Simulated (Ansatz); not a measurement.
# C₄H₉Cl₃Ge: basis-set convergence

The task here is to estimate one member of a computed series from the others.

Computed with Ansatz 0.2.0, Gaussian basis. Level: one geometry, several basis sets.

Levels to be run: PBE0-D4/def2-SVP; ωB97M-V/def2-SVP; PBE0-D4/def2-QZVPP; ωB97M-V/def2-QZVPP; the functionals' def2-TZVPP values are taken from earlier runs.

**The relaxed structure**

The geometry comes from an earlier relaxation with PBE0-D4 in a triple-zeta def2 set; it is a stationary point, not always the lowest conformer.

SMILES `CC(C)[CH2][Ge]([Cl])([Cl])[Cl]`, 17 atoms, charge 0, spin multiplicity 1.

Atoms are counted from 1 here; the program's logs count them from 0.

Bond lengths: C1–C2 1.523 Å, C1–H9 1.093 Å, C1–H10 1.094 Å, C1–H11 1.093 Å, C2–C3 1.521 Å, C2–C4 1.526 Å, C2–H12 1.096 Å, C3–H13 1.094 Å, C3–H14 1.093 Å, C3–H15 1.092 Å, C4–Ge5 1.942 Å, C4–H16 1.095 Å, C4–H17 1.094 Å, Ge5–Cl6 2.140 Å, Ge5–Cl7 2.140 Å, Ge5–Cl8 2.141 Å. Angles: C2–C1–H9 110.8°, C2–C1–H10 110.8°, C2–C1–H11 111.5°, H9–C1–H10 107.8°, H9–C1–H11 108.0°, H10–C1–H11 107.9°, C1–C2–C3 111.0°, C1–C2–C4 109.4°, C1–C2–H12 108.1°, C3–C2–C4 112.2°, C3–C2–H12 108.2°, C4–C2–H12 108.0°, C2–C3–H13 110.9°, C2–C3–H14 112.2°, C2–C3–H15 110.6°, H13–C3–H14 107.7°, H13–C3–H15 107.9°, H14–C3–H15 107.4° and more.

Set-up of the first run:

The input, in.yaml:

```yaml
crystal:
  periodic: [false, false, false]
  atoms:
    - {symbol: C, position_ang: [-0.184246, -1.966970, 0.694279]}
    - {symbol: C, position_ang: [-0.325028, -0.647346, -0.053635]}
    - {symbol: C, position_ang: [-1.507891, 0.152511, 0.470656]}
    - {symbol: C, position_ang: [0.984283, 0.131313, 0.042077]}
    - {symbol: Ge, position_ang: [1.059842, 1.773506, -0.991642]}
    - {symbol: Cl, position_ang: [3.088996, 2.270071, -1.455046]}
    - {symbol: Cl, position_ang: [0.237115, 3.463398, 0.031422]}
    - {symbol: Cl, position_ang: [0.011117, 1.590706, -2.848996]}
    - {symbol: H, position_ang: [-1.097193, -2.560836, 0.607102]}
    - {symbol: H, position_ang: [-0.000087, -1.792077, 1.758648]}
    - {symbol: H, position_ang: [0.644267, -2.562668, 0.303656]}
    - {symbol: H, position_ang: [-0.507016, -0.873615, -1.110537]}
    - {symbol: H, position_ang: [-1.349582, 0.445426, 1.512995]}
    - {symbol: H, position_ang: [-1.679646, 1.063715, -0.107536]}
    - {symbol: H, position_ang: [-2.423200, -0.441411, 0.425152]}
    - {symbol: H, position_ang: [1.200441, 0.419038, 1.076368]}
    - {symbol: H, position_ang: [1.828727, -0.465261, -0.314661]}
basis:
  gaussian: {orbitals: def2-SVP}
hamiltonian: {xc: pbe0, dispersion: d4}
output: {orbitals: {seedname: orbitals}}
```

The run is started by

```bash
$ ansatz run in.yaml --threads 5 --pin off --events-out ev --progress --plain --max-ram 66560MiB --backend cpu
```

Among the steps run: PBE0-D4 in def2-SVP; ωB97M-V in def2-SVP; PBE0-D4 in def2-QZVPP; ωB97M-V in def2-QZVPP.

One of the session's tables, all rows but one given; the rest of the session is left out.

It belongs to the step «Density functionals: the series». 

```
functional       basis  HOMO (eV)
   PBE0-D4    def2-SVP      -8.71
   PBE0-D4  def2-TZVPP      -8.77
   PBE0-D4  def2-QZVPP          ?
   ωB97M-V    def2-SVP     -10.83
   ωB97M-V  def2-TZVPP     -10.91
   ωB97M-V  def2-QZVPP     -10.94
```

Q: Estimate the row for PBE0-D4, def2-QZVPP from the others.

The run gave: HOMO (eV): -8.79. In the column «HOMO (eV)» it lies between ωB97M-V, def2-SVP (-10.83) and PBE0-D4, def2-TZVPP (-8.77).
